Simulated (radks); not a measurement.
# Cu⁴⁺ in [Ne] 3s1 3p6 3d8: an all-electron calculation

An exercise on one series of results from a longer session: the logs are not shown, and one member is left open.

Program: radks (a radial shooting solver on a logarithmic mesh, Libxc functionals) version 1. Level of theory: non-relativistic Kohn-Sham, LDA (Slater exchange, Perdew-Wang correlation), spin-polarised, spherical densities, point nucleus; open shells are filled with parallel spins first. These are calculated values, not measurements, unless marked.

## What is computed

```
element       : copper (Z = 29)
charge        : +4
electrons     : 25
configuration : [Ne] 3s1 3p6 3d8
```

Outer shells as boxes (Hund's rule):

Cu⁴⁺
```
[Ne] core
3s [↑ ]
3p [↑↓][↑↓][↑↓]
3d [↑↓][↑↓][↑↓][↑ ][↑ ]
```

Set-up of the first run:

Settings of this run:

```text
Z 29
configuration [Ne] 3s1 3p6 3d8
relativity non-relativistic
functional lda,pw
spin polarised
nucleus point
```

On the command line:

```console
> python run_ks.py task.json out
```

The same process makes all the runs of this session.

Among the steps run: Self-consistent calculation.

One table of the session follows, with a row left open; its other results are not shown here.

It belongs to the step «Orbitals and density». From the orbitals of this run (lengths in bohr):

```
  level      <r>  outermost maximum (interpolated)  90 % within  nodes
  1s up  0.05298                            0.0349       0.0943      0
1s down  0.05298                            0.0349       0.0943      0
  2s up   0.2391                             0.200        0.370      1
2s down   0.2390                             0.200        0.369      1
  2p up        ?                                 ?            ?      ?
2p down   0.2078                             0.159        0.339      0
  3s up   0.7078                             0.618         1.06      2
3s down   0.7110                             0.619         1.06      2
  3p up   0.7272                             0.616         1.11      1
3p down   0.7321                             0.617         1.12      1
  3d up   0.7920                             0.571         1.31      0
3d down   0.8079                             0.574         1.35      0
```

Estimate the missing values for 2p up.

**Answer.** <r>: 0.2080; outermost maximum (interpolated): 0.159; 90 % within: 0.340; nodes: 0. In the column «<r>» it lies between 2p down (0.2078) and 2s down (0.2390).
